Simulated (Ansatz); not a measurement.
# B2O (P-3m1): exact exchange against the cheap answer

How far do hybrid functionals move B2O (P-3m1) from its cheap description, and at what price?

Program: Ansatz 0.2.0. Level of theory: DFT at several levels, plane waves, PAW. These are calculated values, not measurements.

2 further runs of the same task are left out: 2 set aside as unsound or not needed. Runs told in other sessions of the task aren't counted.

### Step 1. The system as given

The structure is trigonal, space group P-3m1 (No. 164). Conventional cell: a = 2.537 Å, b = 2.537 Å, c = 9.080 Å, α = 90.00°, β = 90.00°, γ = 120.00°. B (site symmetry 3m) is surrounded by 3 O at 1.57 Å and 1 B at 1.74 Å. B (site symmetry 3m) is surrounded by 3 B at 1.57 Å. O (site symmetry 3m) is surrounded by 3 B at 1.57 Å.

Coordinates:

```
B O
1.0
     2.53717    0.00000    0.00000
    -1.26858    2.19725    0.00000
     0.00000    0.00000    9.08024
B O
4 2
Cartesian
  0.0000 0.0000 3.6712
  0.0000 0.0000 5.4090
  1.2686 0.7324 0.2771
  0.0000 1.4648 8.8031
  1.2686 0.7324 3.1193
  0.0000 1.4648 5.9610
```

At PBE, an earlier run found 5.81 GPa for this cell of 8.437 Å³/atom (10×10×4 mesh), a metal on this mesh. The cell is compressed at this level.

All runs below keep this geometry.

Levels to run, all on a 8×8×2 mesh: PBE; HSE06; PBE0; HSE06 form (fraction 0.45, screening 0.1 Å⁻¹). Hardware: 4 threads of Arm Neoverse V1, shared host.

### Step 2. PBE

Contents of input.yaml:

```yaml
crystal:
  lattice:
    - [2.5371676717, 0.0, 0.0]
    - [-1.2685838359, 2.1972516574, 0.0]
    - [0.0, 0.0, 9.0802427866]
  atoms:
    - { symbol: B, position: [0.0, 0.0, 0.4043075611] }
    - { symbol: B, position: [0.0, 0.0, 0.5956924389] }
    - { symbol: B, position: [0.6666666667, 0.3333333333, 0.0305207127] }
    - { symbol: B, position: [0.3333333333, 0.6666666667, 0.9694792873] }
    - { symbol: O, position: [0.6666666667, 0.3333333333, 0.343523888] }
    - { symbol: O, position: [0.3333333333, 0.6666666667, 0.656476112] }
basis:
  ecutwfc: 420
  ecutrho_ratio: 4
kpoints:
  mp_grid: { grid: [8, 8, 2] }
hamiltonian:
  xc: pbe
scf:
  occupations: { method: gaussian, width: 0.05 }
output:
  forces: true
  stress: true
  eigenvalues: true
  populations: true
  write_density: true
  write_potential: true
  elf: true
  volumetric_format: npy
```

Command:

```bash
> ansatz run input.yaml --threads 4 --pin off --max-ram 8192MiB --backend cpu --events-out ev --progress --plain --runs-dir out
```

After this run come: HSE06; PBE0; HSE06 form (fraction 0.45, screening 0.1 Å⁻¹).

**Question.** What will these runs give? Wanted: for each run, exact exchange; change of gap; pressure.

The runs gave:

| level | exact exchange | gap on the mesh (eV) | change of gap (eV) | pressure (GPa) | wall time | CPU time |
| --- | --- | --- | --- | --- | --- | --- |
| PBE | 0.00 | metal | 0 | 5.9 | 0.64 s | 2 s |
| HSE06 | 0.25 | metal | 0 | 1.1 | 13 s | 46 s |
| PBE0 | 0.25 | metal | 0 | 1.1 | 16 s | 59 s |
| HSE06 form (fraction 0.45, screening 0.1 Å⁻¹) | 0.45 | metal | 0 | -2.8 | 38 s | 2.3 min |

Changes count from PBE. Times are on 4 threads of Arm Neoverse V1, shared host; the hybrid runs also made densities of states.

Every hybrid shown leaves the cell metallic on this mesh. The pressure spans -2.8 to 5.9 GPa, negative where a level wants a smaller cell on this coarse mesh, whose own error is in all of them. «metal» means no gap on the mesh; bands that overlap can still move apart without opening one. The median run with exact exchange took 29 times the CPU time of the cheap one. Gaps are over this coarse mesh alone, and total energies of different levels can't be compared. The program warned that the SCF threshold is loose for the stress of this hybrid run. For a metal under a hybrid functional this mesh is coarse. No dispersion term is included, so distances between weakly bound layers or units are the least certain numbers.
